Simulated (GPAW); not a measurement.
# Ga3Se (Pm-3m) in GPAW: further runs

One crystal, Ga3Se, is run at these levels: PBEsol; tasks: band structure.

Everything below comes from runs of GPAW 26.7.0. Logs are shortened: lines on timing, memory, paths and dates and some standing lists are left out, and cuts for length are marked. The log counts tension as positive stress, the text compression.

### Step 1. The crystal as given

The structure is cubic, space group Pm-3m (No. 221). The conventional cell has a = 4.432 Å, b = 4.432 Å, c = 4.432 Å, α = 90.00°, β = 90.00°, γ = 90.00°. Around Se (site symmetry m-3m) lie 12 Ga at 3.13 Å. Around Ga (site symmetry 4/mmm) lie 4 Se at 3.13 Å and 8 Ga at 3.13 Å.

The cell comes from a database or a generator and needn't be the stable form of this composition.

### Step 2. Band structure, PBEsol

The input, run.py:

```python
from ase import Atoms
from ase.dft.bandgap import bandgap
from ase.io import write
from ase.units import GPa
from gpaw import GPAW, PW, setup_paths

setup_paths.insert(0, '.')

atoms = Atoms(['Se', 'Ga', 'Ga', 'Ga'],
              cell=[[4.432465, 0.0, 0.0],
                    [0.0, 4.432465, 0.0],
                    [0.0, 0.0, 4.432465]],
              scaled_positions=[[0.0, 0.0, 0.0],
                                [0.5, 0.5, 0.0],
                                [0.5, 0.0, 0.5],
                                [0.0, 0.5, 0.5]],
              pbc=True)

calc = GPAW(mode=PW(600),
            xc='PBEsol',
            kpts={'size': (6, 6, 6), 'gamma': True},
            occupations={'name': 'fermi-dirac', 'width': 0.05},
            nbands=18,
            convergence={'density': 1e-05, 'energy': 1e-05},
            maxiter=150,
            txt='gpaw.txt')
atoms.calc = calc
energy = atoms.get_potential_energy()
forces = atoms.get_forces()
stress = atoms.get_stress()
calc.write('gs.gpw')
write('result.traj', atoms)
print(f'Energy: {energy:.6f} eV')
print('Forces (eV/A):')
print(forces.round(4))
print('Stress (GPa):', (stress / GPa).round(3))
print('Fermi level:', round(calc.get_fermi_level(), 4), 'eV')
print(f'Gap: {bandgap(calc)[0]:.4f} eV, direct: {bandgap(calc, direct=True)[0]:.4f} eV')

path = atoms.cell.bandpath('GXMGRX,MR', npoints=60, eps=1e-4)
bs_calc = calc.fixed_density(kpts=path, symmetry='off', nbands=33,
                             convergence={'bands': 'CBM+6.0', 'eigenstates': 1e-6}, txt='bands.txt')
bs = bs_calc.band_structure()
bs.write('bs.json')
print(f'Gap on the path: {bandgap(bs_calc)[0]:.4f} eV')
```

Potentials or basis: PAW data sets generated in the run's folder for this functional, pw.

The run is started by

```bash
$ gpaw-setup -f PBEsol Ga Se
$ OMP_NUM_THREADS=1 python run.py
```

gpaw.txt:

```text
__  _  _
 | _ |_)|_||  |
 |__||  | ||/\| - 26.7.0

Input parameters:
  mode=PW(ecut=600.0),
  convergence={'density': 1e-05, 'energy': 1e-05},
  kpts=MonkhorstPack(size=(6, 6, 6), gamma=True),
  maxiter=150,
  nbands=18,
  occupations=Occupations(name='fermi-dirac', width=0.05),
  xc=XC(name='PBEsol')

Diagonalizing LCAO Hamiltonian
Converting LCAO to pw mode
    .----------.
   /|          |
  / |          |
 *  |          |
 | Ga          |
 |  .----------.
 | /   Gaa    /
 |/          /
 Se---------*

Atoms  # Å, Bohr magnetons
|   | symbol |        x |        y |        z |    initial magnetic moments |
|---|--------|----------|----------|----------|-----------------------------|
| 0 |     Se | 0.000000 | 0.000000 | 0.000000 | ( 0.0000,  0.0000,  0.0000) |
| 1 |     Ga | 2.216232 | 2.216232 | 0.000000 | ( 0.0000,  0.0000,  0.0000) |
| 2 |     Ga | 2.216232 | 0.000000 | 2.216232 | ( 0.0000,  0.0000,  0.0000) |
| 3 |     Ga | 0.000000 | 2.216232 | 2.216232 | ( 0.0000,  0.0000,  0.0000) |

Unit cell  # Å
| periodic |        x |        y |        z |  lengths |    angles |
|----------|----------|----------|----------|----------|-----------|
|      yes | 4.432465 | 0.000000 | 0.000000 | 4.432465 | 90.000000 |
|      yes | 0.000000 | 4.432465 | 0.000000 | 4.432465 | 90.000000 |
|      yes | 0.000000 | 0.000000 | 4.432465 | 4.432465 | 90.000000 |

Number of symmetries: 48
Symmetry operations  # r_c * U_cc + t_c -> r_c
|    | kind |            matrix            |
|----|------|------------------------------|
|  0 |  E   |  1, 0, 0,  0, 1, 0,  0, 0, 1 |
|  1 |  σ   |  1, 0, 0,  0, 1, 0,  0, 0,-1 |
|  2 |  σ   |  1, 0, 0,  0, 0, 1,  0, 1, 0 |
|  3 |  C4  |  1, 0, 0,  0, 0, 1,  0,-1, 0 |
|  4 |  C4  |  1, 0, 0,  0, 0,-1,  0, 1, 0 |
|  5 |  σ   |  1, 0, 0,  0, 0,-1,  0,-1, 0 |
|  6 |  σ   |  1, 0, 0,  0,-1, 0,  0, 0, 1 |
|  7 |  C2  |  1, 0, 0,  0,-1, 0,  0, 0,-1 |
|  8 |  σ   |  0, 1, 0,  1, 0, 0,  0, 0, 1 |
|  9 |  C2  |  0, 1, 0,  1, 0, 0,  0, 0,-1 |
| 10 |  C3  |  0, 1, 0,  0, 0, 1,  1, 0, 0 |
| 11 |  S6  |  0, 1, 0,  0, 0, 1, -1, 0, 0 |
| 12 |  S6  |  0, 1, 0,  0, 0,-1,  1, 0, 0 |
| 13 |  C3  |  0, 1, 0,  0, 0,-1, -1, 0, 0 |
| 14 |  C4  |  0, 1, 0, -1, 0, 0,  0, 0, 1 |
| 15 |  S4  |  0, 1, 0, -1, 0, 0,  0, 0,-1 |
| 16 |  C3  |  0, 0, 1,  1, 0, 0,  0, 1, 0 |
| 17 |  S6  |  0, 0, 1,  1, 0, 0,  0,-1, 0 |
| 18 |  σ   |  0, 0, 1,  0, 1, 0,  1, 0, 0 |
| 19 |  C4  |  0, 0, 1,  0, 1, 0, -1, 0, 0 |
| 20 |  C2  |  0, 0, 1,  0,-1, 0,  1, 0, 0 |
| 21 |  S4  |  0, 0, 1,  0,-1, 0, -1, 0, 0 |
| 22 |  S6  |  0, 0, 1, -1, 0, 0,  0, 1, 0 |
| 23 |  C3  |  0, 0, 1, -1, 0, 0,  0,-1, 0 |
| 24 |  S6  |  0, 0,-1,  1, 0, 0,  0, 1, 0 |
| 25 |  C3  |  0, 0,-1,  1, 0, 0,  0,-1, 0 |
| 26 |  C4  |  0, 0,-1,  0, 1, 0,  1, 0, 0 |
| 27 |  σ   |  0, 0,-1,  0, 1, 0, -1, 0, 0 |
| 28 |  S4  |  0, 0,-1,  0,-1, 0,  1, 0, 0 |
| 29 |  C2  |  0, 0,-1,  0,-1, 0, -1, 0, 0 |
| 30 |  C3  |  0, 0,-1, -1, 0, 0,  0, 1, 0 |
| 31 |  S6  |  0, 0,-1, -1, 0, 0,  0,-1, 0 |
| 32 |  C4  |  0,-1, 0,  1, 0, 0,  0, 0, 1 |
| 33 |  S4  |  0,-1, 0,  1, 0, 0,  0, 0,-1 |
| 34 |  S6  |  0,-1, 0,  0, 0, 1,  1, 0, 0 |
| 35 |  C3  |  0,-1, 0,  0, 0, 1, -1, 0, 0 |
| 36 |  C3  |  0,-1, 0,  0, 0,-1,  1, 0, 0 |
| 37 |  S6  |  0,-1, 0,  0, 0,-1, -1, 0, 0 |
| 38 |  σ   |  0,-1, 0, -1, 0, 0,  0, 0, 1 |
| 39 |  C2  |  0,-1, 0, -1, 0, 0,  0, 0,-1 |
[... 75 lines left out ...]
    |    p |        |      20.700 |    1.005 |
    |    d |        |       0.000 |    0.847 |

    Using partial waves for Se as LCAO basis

  Ga:
    name:    Gallium
    Z:       31.0
    valence: 3
    core:    28
    charge:  0.0  # [|e|]
    compensation charges:
      type: gauss
      rc: 0.37  # [Å]
      lmax: 2
    cutoffs:
      filter: 2.06  # [Å]
      core: 4.17  # [Å]
    projectors
    | kind |    occ | energy [eV] | rcut [Å] |
    |------|--------|-------------|----------|
    |   4s |  2.000 |      -8.959 |    1.164 |
    |   4p |  1.000 |      -2.572 |    1.164 |
    |    s |        |      18.252 |    1.164 |
    |    p |        |      24.640 |    1.164 |
    |    d |        |       0.000 |    1.164 |

    Using partial waves for Ga as LCAO basis

Reference energy: -224591.637786  # eV

eigensolver:
  PPCG
  Converge bands: occupied
  niter=2

density mixing:
  MSR1-Mixer
  Pratt-step length: 0.05
  Maximum mixing coefficient: 0.75
  Old densities: 10
  SVD Regularization: 0.005
  Good broyden scale: 1.0
  Trust region scale: 1.0
  Backstep threshold: 4.0
  History deletion threshold: 6.0
  Fourier metric: weight=20.0, sigma=0.015

occupation numbers:
  Fermi-Dirac:
    width: 0.0500  # eV

poisson solver:
  ecut: 4800.0  # eV

xc functional:
  name: PBEsol with 2 nearest neighbor stencil

convergence criteria:
- Maximum integral of absolute [dens]ity change: 1e-05 electrons / valence electron
- Maximum [total energy] change in last 3 cyles: 1e-05 eV / valence electron
- Maximum integral of absolute [eigenst]ate change: 4e-08 eV^2 / valence electron
maximum number of iterations: 150

SCF iterations
|iter     | |      energy | eigst |  dens |
|---------|-|-------------|-------|-------|
|iter:   1| |  -14.079421 | -0.79 |       |
|iter:   2| |  -14.059862 | -2.75 | -1.18 |
|iter:   3| |  -13.978901 | -3.08 | -1.22 |
|iter:   4| |  -13.974524 | -4.12 | -1.79 |
|iter:   5| |  -13.974202 | -4.94 | -2.51 |
|iter:   6| |  -13.974184 | -5.83 | -3.10 |
|iter:   7| |  -13.974183c| -6.72 | -3.85 |
|iter:   8| |  -13.974184c| -7.62c| -4.48 |
|iter:   9| |  -13.974184c| -8.27c| -5.09c|

Converged in 9 steps
Energy contributions relative to reference atoms: (reference = -224591.637786)

Energy contributions:
  Kinetic:          14.380945
  Coulomb:         -13.357991
  Zero:             -0.002428
  External:          0.000000
  Xc:              -14.989374
  Entropy:          -0.010673
  Spinorbit:         0.000000
  ----------------------------
  Free energy:     -13.979521
  Extrapolated:    -13.974184

dipole moment: (-27.835386, -27.835386, -27.835386)  # |e|*Ang

Fermi level: 5.460
Eigenvalues  # (at kpt = [0.000, 0.000, 0.000])
| band index |      eig [eV] | occ [0-2] |
|------------|---------------|-----------|
|          0 |        -8.041 |     2.000 |
|          1 |        -2.054 |     2.000 |
|          2 |         1.745 |     2.000 |
|          3 |         1.745 |     2.000 |
|          4 |         1.745 |     2.000 |
|          5 |         2.618 |     2.000 |
|          6 |         2.618 |     2.000 |
|          7 |         7.083 |     0.000 |
|          8 |         7.083 |     0.000 |
|          9 |         7.083 |     0.000 |
|         10 |         9.874 |     0.000 |
|         11 |         9.874 |     0.000 |
|         12 |         9.874 |     0.000 |
|         13 |        11.414 |     0.000 |
|         14 |        12.518 |     0.000 |
|        ... |               |           |
|         17 |        12.596 |     0.000 |

No gap
No difference between direct/indirect transitions

Forces  # eV/Ang
|        x |        y |        z |
|----------|----------|----------|
| -0.00000 | -0.00000 | -0.00000 |  # Se   0
|  0.00000 |  0.00000 |  0.00000 |  # Ga   1
|  0.00000 |  0.00000 |  0.00000 |  # Ga   2
|  0.00000 |  0.00000 |  0.00000 |  # Ga   3

Stress tensor  # eV/Ang^3
|         x |         y |        z |
|-----------|-----------|----------|
|  0.024144 | -0.000000 | 0.000000 |
| -0.000000 |  0.024144 | 0.000000 |
|  0.000000 |  0.000000 | 0.024144 |

# Writing to gs.gpw (mode='')
```

Run time: 67 s. Hardware: 1 thread of Arm Neoverse V1, shared host; peak memory 0.34 GiB.

What came out:

* Free energy: -13.9795 eV
* Pressure: -3.9 GPa
* Band gap along the path: none (metal or under the smearing width)

Levels at the corners of the path, in eV from the Fermi level:
| point | band 5 | band 6 | band 7 | band 8 | band 9 | band 10 | band 11 | band 12 |
| --- | --- | --- | --- | --- | --- | --- | --- | --- |
| Γ | -3.72 | -2.84 | -2.84 | 1.62 | 1.62 | 1.62 | 4.41 | 4.41 |
| X | -2.80 | -2.14 | -1.05 | -0.27 | -0.27 | 1.15 | 4.00 | 4.18 |
| M | -2.16 | -0.80 | -0.69 | -0.69 | 1.37 | 1.65 | 1.65 | 1.85 |
| Γ | -3.72 | -2.84 | -2.84 | 1.62 | 1.62 | 1.62 | 4.41 | 4.41 |
| R | -4.87 | -4.87 | -4.87 | -3.49 | 3.98 | 3.98 | 3.98 | 8.55 |
| X | -2.80 | -2.14 | -1.05 | -0.27 | -0.27 | 1.15 | 4.00 | 4.18 |
| M | -2.16 | -0.80 | -0.69 | -0.69 | 1.37 | 1.65 | 1.65 | 1.85 |
| R | -4.87 | -4.87 | -4.87 | -3.49 | 3.98 | 3.98 | 3.98 | 8.55 |

### Step 3. Band structure, PBEsol, spin-orbit coupling, no magnetisation

run.py: that of step 2 with these lines changed.

```diff
@@ -1 +1,2 @@
+import numpy as np
 from ase import Atoms
@@ -5,2 +6,3 @@
 from gpaw import GPAW, PW, setup_paths
+from gpaw.spinorbit import soc_eigenstates
 
@@ -45 +47,7 @@
 print(f'Gap on the path: {bandgap(bs_calc)[0]:.4f} eV')
+
+soc = soc_eigenstates(bs_calc, theta=90, phi=0)
+np.savetxt('soc_bands.dat', soc.eigenvalues(), fmt='%.4f')
+mesh = soc_eigenstates('gs.gpw', theta=90, phi=0)
+np.savetxt('soc_mesh.dat', mesh.eigenvalues(), fmt='%.4f')
+print('Fermi level with spin-orbit coupling:', round(mesh.fermi_level, 4), 'eV')
```

Potentials or basis: PAW data sets generated in the run's folder for this functional, pw.

The run is started by

```bash
$ gpaw-setup -f PBEsol Ga Se
$ OMP_NUM_THREADS=1 python run.py
```

It took 69 s on 1 thread of Arm Neoverse V1, shared host; peak memory 0.37 GiB.

Results (log left out):

```yaml
Free_energy: -13.9795 eV
Pressure: -3.9 GPa
Band_gap_along_the_path: none (metal or under the smearing width)
```

Levels at the corners of the path, in eV from the Fermi level:
```
point  band 14  band 15  band 16  band 17  band 18  band 19
    Γ    -2.84     1.53     1.53     1.67     1.67     1.67
    X    -1.04    -0.32    -0.32    -0.22    -0.22     1.15
    M    -0.75    -0.61    -0.61     1.36     1.36     1.65
    Γ    -2.84     1.53     1.53     1.67     1.67     1.67
    R    -4.82    -3.49    -3.49     3.79     3.79     4.08
    X    -1.04    -0.32    -0.32    -0.22    -0.22     1.15
    M    -0.75    -0.61    -0.61     1.36     1.36     1.65
    R    -4.82    -3.49    -3.49     3.79     3.79     4.08
```

Caveat: spin-orbit coupling was added after a scalar SCF, so levels and gaps hold it while energy, forces, pressure and moments don't; this program's spin-orbit splittings come out too wide for heavy elements.
